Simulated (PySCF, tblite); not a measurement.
# C₂H₁₁FGe₃O: geometry, infrared bands and NMR shifts

What infrared bands and NMR shifts should C₂H₁₁FGe₃O (`CC[O][Ge]([F])([GeH3])[GeH3]`) show?

Programs: tblite 0.8.0 and PySCF 2.14.0, with density-fitted response routines of our own. Each step states its level of theory. These are calculated values for one molecule in the gas phase, unless marked as measured. Atoms are numbered from 0 throughout.

### 1 The starting structure

18 atoms, charge 0, multiplicity 1; geometry from: force field or distance geometry start.

Bonds of the start (Å): C0–C1 1.50, C1–O2 1.39, O2–Ge3 1.75, Ge3–F4 1.77, Ge3–Ge5 2.38, Ge3–Ge6 2.41, C0–H7 1.09, C0–H8 1.12, C0–H9 1.11, C1–H10 1.13, C1–H11 1.10, Ge5–H12 1.53, Ge5–H13 1.57, Ge5–H14 1.56, Ge6–H15 1.55, Ge6–H16 1.55, Ge6–H17 1.57.

### 2 Geometry optimisation with GFN2-xTB

What the job is given:

```
{"job": {"kind": "relax", "xc": "GFN2-xTB", "basis": "xTB"}, "charge": 0, "multiplicity": 1}
C     -2.749000    -0.804900     0.892900
C     -1.510800    -0.276300     0.227400
O     -0.528100     0.182200     1.099300
Ge     0.931700     0.807400     0.363300
F      1.587100     2.229500     1.182300
Ge     0.747500     1.381500    -1.941300
Ge     2.626600    -0.864200     0.733800
H     -2.709200    -0.873000     1.983100
H     -2.931900    -1.849100     0.526800
H     -3.601100    -0.192200     0.517200
H     -1.039100    -1.180000    -0.268800
H     -1.757900     0.402200    -0.602900
H      1.416400     0.364200    -2.869200
H      1.383600     2.804500    -2.156200
H     -0.758500     1.592800    -2.272800
H      2.358000    -2.124200    -0.131500
H      4.028700    -0.260100     0.480600
H      2.497400    -1.334100     2.224200
```

Launch:

```console
> OMP_NUM_THREADS=1 python probes_run.py task.json out
```

This one command runs all jobs of the session in turn.

**Question.** This job is followed by: GFN2-xTB harmonic vibrations, gas phase; GIAO PBE0/pcSseg-1 NMR shielding, non-relativistic, gas phase. Predict these results of the whole session: strongest single infrared mode (GFN2-xTB); zero-point energy (GFN2-xTB); 13C shifts against TMS (PBE0/pcSseg-1); 1H shifts against TMS (PBE0/pcSseg-1, means over atoms taken as alike); 17O shifts against H2O (PBE0/pcSseg-1); 73Ge shifts against GeMe4 (PBE0/pcSseg-1, means over atoms taken as alike); 19F shifts against CFCl3 (PBE0/pcSseg-1).

As calculated:

```
                                                                  quantity                  value
                                 strongest single infrared mode (GFN2-xTB)  707 cm⁻¹, 1724 km/mol
                                              zero-point energy (GFN2-xTB)          70.7 kcal/mol
                                    13C shifts against TMS (PBE0/pcSseg-1)         71.4, 23.3 ppm
    1H shifts against TMS (PBE0/pcSseg-1, means over atoms taken as alike)   4.26, 3.71, 1.40 ppm
                                    17O shifts against H2O (PBE0/pcSseg-1)              136.6 ppm
73Ge shifts against GeMe4 (PBE0/pcSseg-1, means over atoms taken as alike)          165, -324 ppm
                                  19F shifts against CFCl3 (PBE0/pcSseg-1)             -124.1 ppm
```

What this shows: The optimisation took 206 steps and gained 1.013 eV; among the close pairs (by a distance rule), Ge5–H13 changed most, from 1.573 to 1.502 Å. The lowest mode is imaginary (27i cm⁻¹), so the xTB geometry is not a minimum. The strongest single mode, at 707 cm⁻¹, has its largest shares on H16, H15, H17 and H12 (the list is cut at 4 atoms). GFN2-xTB is a fitted tight-binding method: band positions and strengths are rough. Its intensities can rank the bands wrongly. H10, H11 (mean) (hydrogen on an sp3 CH2 bonded to O) lies farthest downfield among hydrogen, at 4.26 ppm; its carbon carries O, which withdraws density. At PBE0/pcSseg-1: The widest tensor belongs to O2: span 225 ppm, with a paramagnetic part of -208 ppm. Spin-orbit coupling is left out, which matters for shieldings and couplings at and beside the heavy atoms.
